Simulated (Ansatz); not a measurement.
**GeH4O (triplet): wave-function methods side by side at distance Ge1–H5 along a hydrogen transfer = 2.261 Å, cc-pVDZ**

How much of the correlation energy of GeH4O (triplet) does each wave-function method recover here?

The runs use Ansatz 0.2.0, Gaussian basis; cc-pVDZ, core rule «outside noble gas», up to 15 orbitals frozen.

To be run: UHF; CCSD(T) on ROHF; CCSD(T) on UHF; BCCD(T) on ROHF; CISD; CCSDT(Q) on ROHF; CCSDT(Q) on UHF; CASSCF and MRCISD+Q, 4 electrons in 4 orbitals; CASSCF and NEVPT2, 4 electrons in 4 orbitals.

15 further runs of the same task are left out: 13 that didn't finish, 2 set aside as unsound or not needed.

## (1) What is computed

The geometry derives from fragments relaxed apart (PBE0/def2-TZVP) and kept rigid, so it is no stationary point. A hydrogen atom is moved between rigid fragments. No spin-orbit coupling is included. The filled d shell of Ge may be among the frozen orbitals whatever the setting's name suggests; the logs give the count.

6 atoms, charge 0, spin multiplicity 3.

Atoms are counted from 1 here; the program's logs count them from 0.

Bond lengths: Ge1–H2 1.534 Å, Ge1–H3 1.534 Å, Ge1–H4 1.534 Å, H5–O6 0.990 Å. Angles: H2–Ge1–H3 109.5°, H2–Ge1–H4 109.5°, H3–Ge1–H4 109.5°.

As a file:

```
Ge   -0.56918    0.00000    0.00000
H    -1.08063    1.44660    0.00000
H    -1.08063   -0.72330    1.25279
H    -1.08063   -0.72330   -1.25279
H     1.69182    0.00000    0.00000
O     2.68182    0.00000    0.00000
```

## (2) UHF

The input, in.yaml:

```yaml
crystal:
  periodic: [false, false, false]
  atoms:
    - {symbol: Ge, position_ang: [-0.569179, 0.000000, 0.000000]}
    - {symbol: H, position_ang: [-1.080629, 1.446599, 0.000000]}
    - {symbol: H, position_ang: [-1.080629, -0.723300, 1.252792]}
    - {symbol: H, position_ang: [-1.080629, -0.723299, -1.252792]}
    - {symbol: H, position_ang: [1.691821, 0.000000, 0.000000]}
    - {symbol: O, position_ang: [2.681821, 0.000000, 0.000000]}
basis:
  gaussian: {orbitals: cc-pVDZ}
magnetization: {spin_polarized: true, initial_magnetization: 2}
hamiltonian: {xc: hf}
output: {orbitals: {seedname: orbitals}}
```

Command:

```console
$ ansatz run in.yaml --threads 1 --pin off --events-out ev --progress --plain --max-ram 2393MiB
```

The runs that follow: CCSD(T) on ROHF; CCSD(T) on UHF; BCCD(T) on ROHF; CISD; CCSDT(Q) on ROHF; CCSDT(Q) on UHF; CASSCF and MRCISD+Q, 4 electrons in 4 orbitals; CASSCF and NEVPT2, 4 electrons in 4 orbitals.

Q: Predict the results of all the runs planned. Wanted: UCCSDT(Q) below the RHF energy; RMP2 from UCCSDT(Q); UMP2 from UCCSDT(Q); RCCSD from UCCSDT(Q); RCCSD(T) from UCCSDT(Q); UCCSD(T) from UCCSDT(Q); RCCSDT(Q) from UCCSDT(Q); NEVPT2 pair from UCCSDT(Q); T1 diagnostic.

**Answer**, as computed:

| quantity | value |
| --- | --- |
| UCCSDT(Q) below the RHF energy | -8.0461 eV |
| RMP2 from UCCSDT(Q) | +119.7 kJ/mol |
| UMP2 from UCCSDT(Q) | +119.4 kJ/mol |
| RCCSD from UCCSDT(Q) | +14.9 kJ/mol |
| RCCSD(T) from UCCSDT(Q) | +3.4 kJ/mol |
| UCCSD(T) from UCCSDT(Q) | +3.0 kJ/mol |
| RCCSDT(Q) from UCCSDT(Q) | +0.4 kJ/mol |
| NEVPT2 pair from UCCSDT(Q) | +115.3 kJ/mol |
| levels within 1 kcal/mol (43 meV) | RCCSD(T), UCCSD(T), BCCD(T), RCCSDT, UCCSDT, RCCSDT(Q) |
| T1 diagnostic | 0.015 |

RCCSD(T) misses by +3.4 kJ/mol, 0.4 % of the correlation energy. These misses are within one basis, not against nature; the frozen cores of restricted and unrestricted runs differ, which can shift their rows.
